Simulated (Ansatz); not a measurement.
# CH3AlClF: basis-set convergence

The task here is to estimate one member of a computed series from the others.

Method: one geometry, several basis sets; program: Ansatz 0.2.0, Gaussian basis.

The runs, in order: PBE0-D4/def2-SVP; ωB97M-V/def2-SVP; PBE0-D4/def2-QZVPP; ωB97M-V/def2-QZVPP; the functionals' def2-TZVPP values are taken from earlier runs.

### The geometry

An earlier PBE0-D4 in a triple-zeta def2 set relaxation fixed the geometry.

7 atoms, charge 0, spin multiplicity 1.

Atoms are counted from 1 here; the program's logs count them from 0.

Bond lengths: F1–C2 1.342 Å, C2–Al3 1.983 Å, C2–Cl4 1.922 Å, C2–H5 1.091 Å, Al3–Cl4 2.414 Å, Al3–H6 1.577 Å, Al3–H7 1.580 Å. Angles: F1–C2–Al3 122.8°, F1–C2–Cl4 108.2°, F1–C2–H5 109.0°, Al3–C2–Cl4 76.4°, Al3–C2–H5 126.2°, Cl4–C2–H5 101.7°, C2–Al3–Cl4 50.7°, C2–Al3–H6 116.7°, C2–Al3–H7 116.1°, Cl4–Al3–H6 109.4°, Cl4–Al3–H7 108.7°, H6–Al3–H7 126.8°, C2–Cl4–Al3 53.0°.

Geometry (Å):

```
F    -1.33049   -1.48498    0.28325
C    -0.34035   -0.81932   -0.33127
Al    0.67493    0.64360    0.54099
Cl   -1.08153    0.77362   -1.11011
H    -0.03282   -1.37711   -1.21693
H     0.12843    1.15434    1.92942
H     2.04304    1.04176   -0.14093
```

Set-up of the first run:

The input, in.yaml:

```yaml
crystal:
  periodic: [false, false, false]
  atoms:
    - {symbol: F, position_ang: [-1.330488, -1.484980, 0.283245]}
    - {symbol: C, position_ang: [-0.340354, -0.819325, -0.331273]}
    - {symbol: Al, position_ang: [0.674926, 0.643596, 0.540986]}
    - {symbol: Cl, position_ang: [-1.081535, 0.773624, -1.110115]}
    - {symbol: H, position_ang: [-0.032823, -1.377113, -1.216934]}
    - {symbol: H, position_ang: [0.128434, 1.154342, 1.929417]}
    - {symbol: H, position_ang: [2.043040, 1.041756, -0.140926]}
basis:
  gaussian: {orbitals: def2-SVP}
hamiltonian: {xc: pbe0, dispersion: d4}
output: {orbitals: {seedname: orbitals}}
```

Launch:

```bash
$ ansatz run in.yaml --threads 2 --pin off --events-out ev --progress --plain --max-ram 4352MiB
```

Steps of the session up to this table: PBE0-D4 in def2-SVP; ωB97M-V in def2-SVP; PBE0-D4 in def2-QZVPP; ωB97M-V in def2-QZVPP.

One of the session's tables, all rows but one given; the rest of the session is left out.

| functional | basis | HOMO (eV) |
| --- | --- | --- |
| PBE0-D4 | def2-SVP | -8.13 |
| PBE0-D4 | def2-TZVPP | -8.17 |
| PBE0-D4 | def2-QZVPP | -8.19 |
| ωB97M-V | def2-SVP | -10.34 |
| ωB97M-V | def2-TZVPP | ? |
| ωB97M-V | def2-QZVPP | -10.45 |

Estimate the missing values for ωB97M-V, def2-TZVPP.

The run gave: HOMO (eV): -10.42. In the column «HOMO (eV)» it lies between ωB97M-V, def2-QZVPP (-10.45) and ωB97M-V, def2-SVP (-10.34).
